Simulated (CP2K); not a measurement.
Runs of CP2K 2026.2 on WS. Symmetry: Pm-3m, No. 221, cubic system. The conventional cell has a = 3.008 Å, b = 3.008 Å, c = 3.008 Å, α = 90.00°, β = 90.00°, γ = 90.00°. Around W (site symmetry m-3m) lie 8 S at 2.60 Å. S (site symmetry m-3m) is surrounded by 8 W at 2.60 Å. The cell was built by a generator and needn't be a form met in nature.

| level | cutoff radius of the dispersion sum (A) | gap on the mesh (eV) | pressure (GPa) | relaxed volume (Å³/atom) |
| --- | --- | --- | --- | --- |
| revPBE | - | none | 0.0 | 13.65 |
| revPBE+D3(BJ) | 20 | none | 0.0 | (a) |
| revPBE+D3 | 20 | none | 0.0 | 13.06 |
| revPBE+D4 | 20 | none | 0.0 | 12.99 |
| revPBE+D3(BJ)+ATM | 20 | none | 0.0 | (b) |

Alike in all rows: task relaxation of cell and atoms; potentials or basis POTENTIAL_UZH W GTH-PBE-q14, S GTH-PBE-q6; DZVP-MOLOPT-PBE-GTH basis; no spin polarisation; cell relaxed; k mesh 7 × 7 × 7; smearing fermi-dirac 0.05 eV.

Task: Fill in the values left out.

Result: (a) 12.84; (b) 12.91.

Caveats: the potentials were made for another functional, which shifts forces and pressure; the basis of atomic orbitals isn't converged, which shifts pressures, moduli and gaps; pairwise dispersion overbinds metals, which lowers pressure and volume (some runs).

A k mesh can miss the band edges, and the runs leave out spin-orbit coupling on W.

A gap of «none» marks a metal or a gap under the smearing width.
